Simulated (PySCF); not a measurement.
# C3H6BFO2: the cost of one run

Programs: PySCF 2.14.0, with density-fitted response routines of our own. Each step states its level of theory. These are calculated values for one molecule in the gas phase, unless marked as measured. Atoms count from 0, in the outputs and in this text.

### 1 The molecule as given

13 atoms, charge 0, multiplicity 1; geometry from: GFN2-xTB. The atoms were then displaced at random by about 0.01 Å, so the start is not that level's minimum.

Bonds of the start (Å): C0–C1 1.35, C1–O2 1.38, O2–B3 1.32, B3–F4 1.32, B3–O5 1.37, O5–C6 1.41, C0–H7 1.06, C0–H8 1.06, C1–H9 1.09, C6–H10 1.10, C6–H11 1.10, C6–H12 1.06.

### 2 Geometry optimisation at PBE0-D3(BJ)/def2-SVP

What the job is given:

```
{"job": {"xc": "PBE0", "basis": "def2-SVP", "d3": "d3bj", "grid": 1, "shake": 0.01, "kind": "geom"}, "charge": 0, "multiplicity": 1}
C      2.617050    -0.656160    -0.547960
C      1.737410     0.160090     0.064450
O      0.374360    -0.058810     0.005820
B     -0.497620     0.715880     0.628200
F     -0.158840     1.770220     1.347860
O     -1.847050     0.490600     0.563180
C     -2.413270    -0.589480    -0.149290
H      2.277270    -1.476530    -1.122210
H      3.650350    -0.438650    -0.482940
H      2.048340     1.025560     0.653410
H     -3.207000    -0.180370    -0.789370
H     -2.868960    -1.274760     0.573770
H     -1.706220    -1.105040    -0.755240
```

Run with:

```bash
OMP_NUM_THREADS=1 python probes_run.py task.json out
```

One launch serves the whole session: the jobs run in the order shown.

Q: Estimate the wall time and peak memory of this first job on 1 thread of Arm Neoverse V1, shared host.

About 60 s, with a peak of 0.52 GiB.
